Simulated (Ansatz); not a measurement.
# B₂Br₂F₄: how energies converge with the basis set

One table from this session's results is given with a row withheld; the runs are named, their logs left out.

Method: one geometry, several basis sets; program: Ansatz 0.2.0, Gaussian basis.

The runs, in order: PBE0-D4/def2-SVP; ωB97M-V/def2-SVP; PBE0-D4/def2-QZVPP; ωB97M-V/def2-QZVPP; the functionals' def2-TZVPP values are taken from earlier runs.

## The geometry

An earlier PBE0-D4 in a triple-zeta def2 set relaxation fixed the geometry.

SMILES `F[B-]1(F)[Br+][B-](F)(F)[Br+]1`, 8 atoms, charge 0, spin multiplicity 1.

Atoms are counted from 1 here; the program's logs count them from 0.

Bond lengths: F1–B2 1.322 Å, B2–F3 1.322 Å, B2–Br4 2.150 Å, B2–Br8 2.151 Å, Br4–B5 2.151 Å, B5–F6 1.322 Å, B5–F7 1.322 Å, B5–Br8 2.150 Å. Angles: F1–B2–F3 119.9°, F1–B2–Br4 109.7°, F1–B2–Br8 109.7°, F3–B2–Br4 109.7°, F3–B2–Br8 109.7°, Br4–B2–Br8 95.2°, B2–Br4–B5 84.8°, Br4–B5–F6 109.7°, Br4–B5–F7 109.7°, Br4–B5–Br8 95.2°, F6–B5–F7 119.9°, F6–B5–Br8 109.8°, F7–B5–Br8 109.8°, B2–Br8–B5 84.8°.

The first run:

Contents of in.yaml:

```yaml
crystal:
  periodic: [false, false, false]
  atoms:
    - {symbol: F, position_ang: [1.889565, -1.390173, 0.523179]}
    - {symbol: B, position_ang: [0.602847, -1.129559, 0.681278]}
    - {symbol: F, position_ang: [-0.134773, -1.900692, 1.462192]}
    - {symbol: Br, position_ang: [-0.339205, -0.929943, -1.241034]}
    - {symbol: B, position_ang: [-0.602876, 1.129640, -0.681135]}
    - {symbol: F, position_ang: [-1.889942, 1.387500, -0.521312]}
    - {symbol: F, position_ang: [0.132092, 1.902378, -1.462971]}
    - {symbol: Br, position_ang: [0.342292, 0.930848, 1.239802]}
basis:
  gaussian: {orbitals: def2-SVP}
hamiltonian: {xc: pbe0, dispersion: d4}
output: {orbitals: {seedname: orbitals}}
```

Run with:

```
$ ansatz run in.yaml --threads 4 --pin off --events-out ev --progress --plain --max-ram 11315MiB
```

Steps of the session up to this table: PBE0-D4 in def2-SVP; ωB97M-V in def2-SVP; PBE0-D4 in def2-QZVPP; ωB97M-V in def2-QZVPP.

One table of the session follows, with a row left open; its other results are not shown here.

It belongs to the step «Density functionals: the series». 

```
functional       basis  HOMO (eV)
   PBE0-D4    def2-SVP      -9.37
   PBE0-D4  def2-TZVPP      -9.42
   PBE0-D4  def2-QZVPP      -9.44
   ωB97M-V    def2-SVP     -11.61
   ωB97M-V  def2-TZVPP     -11.67
   ωB97M-V  def2-QZVPP          ?
```

Estimate the missing values for ωB97M-V, def2-QZVPP.

As computed: HOMO (eV): -11.69. In the column «HOMO (eV)» it is the lowest.
